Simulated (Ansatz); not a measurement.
# RuTe: the cost of one run

Method: DFT r²SCAN, scalar-relativistic, plane waves, PAW, in Ansatz 0.2.0.

## 1. Starting point

It takes space group Fm-3m (No. 225, cubic). Conventional cell: a = 5.421 Å, b = 5.421 Å, c = 5.421 Å, α = 90.00°, β = 90.00°, γ = 90.00°. Ru (site symmetry m-3m) has 6 Te at 2.71 Å in its first shell of neighbours. Te (site symmetry m-3m) has 6 Ru at 2.71 Å in its first shell of neighbours.

Coordinates:

```xyz
2
Lattice="0.0000 2.7105 2.7105 2.7105 0.0000 2.7105 2.7105 2.7105 0.0000" Properties=species:S:1:pos:R:3 pbc="T T T"
Ru    2.7105    2.7105    2.7105
Te    0.0000    0.0000    0.0000
```

An earlier run at r²SCAN left this cell at 19.914 Å³/atom and 0.00 GPa (12×12×12 mesh).

Volume factors to run: 0.980, 1.020, 0.960, 1.040, 1.070.

## 2. Volume × 0.980

input.yaml

```yaml
crystal:
  lattice:
    - [0.0, 2.6923328553, 2.6923328553]
    - [2.6923328553, 0.0, 2.6923328553]
    - [2.6923328553, 2.6923328553, 0.0]
  atoms:
    - { symbol: Ru, position: [0.5, 0.5, 0.5] }
    - { symbol: Te, position: [0.0, 0.0, 0.0] }
basis:
  ecutwfc: 500
  ecutrho_ratio: 4
kpoints:
  mp_grid: { grid: [12, 12, 12] }
hamiltonian:
  xc: r2scan
scf:
  occupations: { method: gaussian, width: 0.05 }
output:
  forces: true
  stress: true
  eigenvalues: true
```

Command:

```
ansatz run input.yaml --threads 2 --pin off --max-ram 2662MiB --backend cpu --events-out ev --progress --plain --runs-dir out
```

Q: Estimate wall time and peak memory on 2 threads of Arm Neoverse V2, shared host.

About 3.6 s, with a peak of 0.47 GiB.
